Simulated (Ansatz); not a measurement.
# CH₅AlSSi: a ladder of functionals and wavefunction methods

How much do the methods differ for CH₅AlSSi? The plan is to run it at one geometry with functionals of several rungs and with coupled cluster. The yardstick is the atomisation energy at the CCSD(T) limit.

Method: functionals in def2-TZVPP, the program's frozen cores in correlated methods; program: Ansatz 0.2.0, Gaussian basis.

The runs, in order: LDA (SPW92), PBE-D4, revPBE-D4, BLYP-D4, r2SCAN-D4, B97M-V, PBE0-D4, B3LYP-D4, r2SCANh-D4, r2SCAN0-D4, HSE06-D4, BHLYP-D4, CAM-B3LYP-D4, LC-ωPBE, ωB97X-V, ωB97M-V, B2PLYP, PBE-QIDH; CCSD(T)/def2-SVP; CCSD(T)/def2-TZVPP; MP2/def2-QZVPP; extrapolation to the limit; RPA on PBE.

**1. The geometry**

The geometry comes from an earlier relaxation with PBE0-D4 in a triple-zeta def2 set; it is a stationary point, not always the lowest conformer.

9 atoms, charge 0, spin multiplicity 1.

Atoms are counted from 1 here; the program's logs count them from 0.

Bond lengths: Al1–C2 1.961 Å, Al1–S4 2.430 Å, Al1–H5 1.583 Å, Al1–H6 1.586 Å, C2–Si3 1.817 Å, C2–H7 1.086 Å, Si3–S4 2.131 Å, Si3–H8 1.478 Å, Si3–H9 1.476 Å. Angles: C2–Al1–S4 51.9°, C2–Al1–H5 118.7°, C2–Al1–H6 115.8°, S4–Al1–H5 109.7°, S4–Al1–H6 110.7°, H5–Al1–H6 124.7°, Al1–C2–Si3 109.0°, Al1–C2–H7 129.4°, Si3–C2–H7 120.4°, C2–Si3–S4 59.1°, C2–Si3–H8 120.8°, C2–Si3–H9 120.2°, S4–Si3–H8 113.4°, S4–Si3–H9 117.4°, H8–Si3–H9 114.1° and more.

**2. LDA**

This LDA is Slater exchange with PW92 correlation.

Input file in.yaml:

```yaml
crystal:
  periodic: [false, false, false]
  atoms:
    - {symbol: Al, position_ang: [-0.448819, 1.390114, -0.694694]}
    - {symbol: C, position_ang: [0.837546, -0.045390, -0.335842]}
    - {symbol: Si, position_ang: [0.186388, -1.105723, 0.988015]}
    - {symbol: S, position_ang: [-0.779128, -1.007963, -0.908792]}
    - {symbol: H, position_ang: [-0.459589, 2.059576, -2.129325]}
    - {symbol: H, position_ang: [-1.224817, 1.952121, 0.569281]}
    - {symbol: H, position_ang: [1.701974, -0.356553, -0.915227]}
    - {symbol: H, position_ang: [0.793061, -2.424016, 1.270006]}
    - {symbol: H, position_ang: [-0.518114, -0.508367, 2.139577]}
basis:
  gaussian: {orbitals: def2-TZVPP}
hamiltonian: {xc: lda}
output: {orbitals: {seedname: orbitals}}
```

On the command line:

```bash
> ansatz run in.yaml --threads 2 --pin off --events-out ev --progress --plain --max-ram 4352MiB
```

After this run come: PBE-D4 (GGA); revPBE-D4 (GGA); BLYP-D4 (GGA); r2SCAN-D4 (meta-GGA); B97M-V (meta-GGA); PBE0-D4 (hybrid); B3LYP-D4 (hybrid); r2SCANh-D4 (hybrid); r2SCAN0-D4 (hybrid); HSE06-D4 (hybrid); BHLYP-D4 (hybrid); CAM-B3LYP-D4 (range-separated); LC-ωPBE (range-separated); ωB97X-V (range-separated); ωB97M-V (range-separated); B2PLYP (double hybrid); PBE-QIDH (double hybrid); CCSD(T) in def2-SVP; CCSD(T) in def2-TZVPP; MP2 in def2-QZVPP; RPA on PBE orbitals.

**Question.** What will the summary of the whole plan be? Wanted: atomisation energy, CCSD(T)/CBS; farthest beyond LDA; mean size of error, GGA; mean size of error, meta-GGA; mean size of error, hybrid; mean size of error, range-separated; mean size of error, double hybrid; gap, smallest and largest; T1 diagnostic.

As calculated:

| quantity | value |
| --- | --- |
| atomisation energy, CCSD(T)/CBS | 2808.5 kJ/mol |
| functionals within 14.0 kJ/mol (0.5 %) | PBE-D4, r2SCANh-D4, HSE06-D4, ωB97M-V |
| farthest beyond LDA | BHLYP-D4 (-79.4 kJ/mol) |
| mean size of error, GGA | 34.2 kJ/mol |
| mean size of error, meta-GGA | 34.3 kJ/mol |
| mean size of error, hybrid | 25.8 kJ/mol |
| mean size of error, range-separated | 21.5 kJ/mol |
| mean size of error, double hybrid | 39.9 kJ/mol |
| gap, smallest and largest | 4.54 eV (LDA (SPW92)), 11.34 eV (LC-ωPBE) |
| T1 diagnostic | 0.0132 |
| triples share of the correlation energy | 4.6 % |

In words: The LDA atomisation energy is off by 351.9 kJ/mol (13 %): it overbinds. PBE-D4 misses by +11.4 kJ/mol. Double hybrids carry the basis error of their MP2 part in triple zeta, and no dispersion term here, so their miss is partly the set-up's. Taken by rung, range-separated functionals do best (21.5 kJ/mol on average) and double hybrid ones worst beyond LDA (39.9 kJ/mol). The gap between the best rungs is small, so their order is not settled. Misses under about 14.0 kJ/mol are within the doubt on the reference itself, which lacks core-valence correlation, relativity and higher excitations. Hartree-Fock recovers 73 % of the binding; the rest is correlation. CCSD(T) in def2-SVP is off by -209.2 kJ/mol, which most functionals beat. The gap grows from 4.5 to 11.3 eV across the functionals, mostly with the share of exact exchange.
